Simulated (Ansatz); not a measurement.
# K4Ru: the cost of one run

Computed with Ansatz 0.2.0 (DFT PBE, scalar-relativistic, plane waves, PAW, unless a step's input says otherwise).

### Step 1. The structure to begin with

It takes space group Pm-3m (No. 221, cubic). Conventional cell: a = 5.588 Å, b = 5.588 Å, c = 5.588 Å, α = 90.00°, β = 90.00°, γ = 90.00°. K (site symmetry 4/mmm) has 2 Ru at 2.79 Å as nearest neighbours. Around K (site symmetry m-3m) lie 12 K at 3.95 Å. Around Ru (site symmetry m-3m) lie 6 K at 2.79 Å.

Coordinates:

```
CELL_PARAMETERS angstrom
5.58811 0.00000 0.00000
0.00000 5.58811 0.00000
0.00000 0.00000 5.58811
ATOMIC_POSITIONS crystal
K 0.00000 0.50000 0.50000
K 0.50000 0.00000 0.50000
K 0.50000 0.50000 0.00000
K 0.00000 0.00000 0.00000
Ru 0.50000 0.50000 0.50000
```

A structure generator made this guess: random cell by space group and Wyckoff sites (Pm-3m, No. 221). Lengths come from tabulated atomic sizes and are only a guess.

### Step 2. Probe: one point on a coarse mesh

input.yaml

```yaml
crystal:
  lattice:
    - [5.58811391, 0.0, 0.0]
    - [0.0, 5.58811391, 0.0]
    - [0.0, 0.0, 5.58811391]
  atoms:
    - { symbol: K, position: [0.0, 0.5, 0.5] }
    - { symbol: K, position: [0.5, 0.0, 0.5] }
    - { symbol: K, position: [0.5, 0.5, 0.0] }
    - { symbol: K, position: [0.0, 0.0, 0.0] }
    - { symbol: Ru, position: [0.5, 0.5, 0.5] }
basis:
  ecutwfc: 420
kpoints:
  mp_grid: { grid: [4, 4, 4] }
hamiltonian:
  xc: pbe
scf:
  occupations: { method: gaussian, width: 0.1 }
  lower_state_search: "off"
output:
  forces: true
  stress: true
  eigenvalues: true
```

Run with:

```console
$ ansatz run input.yaml --threads 1 --pin off --max-ram 2048MiB --backend cpu --events-out ev --progress --plain --runs-dir out
```

Q: Estimate wall time and peak memory on 1 thread of Arm Neoverse V1, shared host.

About 3.4 s, with a peak of 0.38 GiB.
